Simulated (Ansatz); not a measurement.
**HfN: pressure up to the limit of the methods**

An exercise on one series of results from a longer session: the logs are not shown, and one member is left open.

Program: Ansatz 0.2.0. Level of theory: DFT, PBEsol, PAW with Ansatz's default frozen-core files, scalar-relativistic. These are calculated values, not measurements.

2 further runs of the same task are left out: 2 that didn't finish. Runs told in other sessions of the task aren't counted.

### Starting point

It takes space group Fm-3m (No. 225, cubic). The conventional cell has a = 4.309 Å, b = 4.309 Å, c = 4.309 Å, α = 90.00°, β = 90.00°, γ = 90.00°. Hf (site symmetry m-3m) is surrounded by 6 N at 2.15 Å. Around N (site symmetry m-3m) lie 6 Hf at 2.15 Å.

Coordinates:

```cif
data_structure
_symmetry_space_group_name_H-M 'P 1'
_symmetry_Int_Tables_number 1
_cell_length_a 3.0468
_cell_length_b 3.0468
_cell_length_c 3.0468
_cell_angle_alpha 60.000
_cell_angle_beta 60.000
_cell_angle_gamma 60.000
_cell_volume 20.00
loop_
_atom_site_label
_atom_site_type_symbol
_atom_site_fract_x
_atom_site_fract_y
_atom_site_fract_z
_atom_site_occupancy
Hf1 Hf 0.00000 0.00000 0.00000 1
N1 N 0.50000 0.50000 0.50000 1
```

Whether this phase is the stable one at these pressures isn't tested.

Atoms are numbered in the order of the input: Hf1, N2.

The first run:

input.yaml

```yaml
crystal:
  lattice:
    - [0.0, 2.15443469, 2.15443469]
    - [2.15443469, 0.0, 2.15443469]
    - [2.15443469, 2.15443469, 0.0]
  atoms:
    - { symbol: Hf, position: [0.0, 0.0, 0.0] }
    - { symbol: "N", position: [0.5, 0.5, 0.5] }
kpoints:
  mp_grid: { grid: [15, 15, 15] }
scf:
  occupations: { method: fermi_dirac, width: 0.1 }
hamiltonian:
  xc: pbesol
  pseudopotentials: { kind: paw }
output:
  forces: true
  stress: true
relax:
  f_tol: 0.005
  max_steps: 40
  cell: {}
```

The run is started by

```bash
ansatz run input.yaml --threads 1 --pin off --max-ram 2048MiB --backend cpu --events-out ev --progress --plain --runs-dir out
```

Among the steps run: Cell relaxed at zero pressure, PAW; Volume scaled by 1, PAW; Volume scaled by 0.92, PAW; Volume scaled by 0.84, PAW; Volume scaled by 0.76, PAW; Volume scaled by 0.68, PAW; Volume scaled by 0.6, PAW; Volume scaled by 0.52, PAW; Volume scaled by 0.45, PAW; Volume scaled by 0.45, PAW (cutoff 300 eV).

One table of the session follows, with a row left open; its other results are not shown here.

| method | volume over the first | volume (Å³/atom) | pressure (GPa) |
| --- | --- | --- | --- |
| PAW | 1 | 11.403 | 0.04 |
| PAW | 0.92 | 10.491 | 28.31 |
| PAW | 0.84 | 9.579 | 71.65 |
| PAW | 0.76 | 8.666 | 138.96 |
| PAW | 0.68 | 7.754 | 246.07 |
| PAW | 0.6 | 6.842 | 421.90 |
| PAW | 0.52 | ? | ? |
| PAW | 0.45 | 5.131 | 1179.01 |
| PAW (cutoff 300 eV) | 0.45 | 5.131 | 1246.82 |

**Question.** Estimate the row for PAW, 0.52.

As computed: volume (Å³/atom): 5.930; pressure (GPa): 724.27. In the column «volume (Å³/atom)» it lies between PAW (cutoff 300 eV), 0.45 (5.131) and PAW, 0.6 (6.842).

To keep in mind: Warnings in the runs' records: cutoff below recommended.
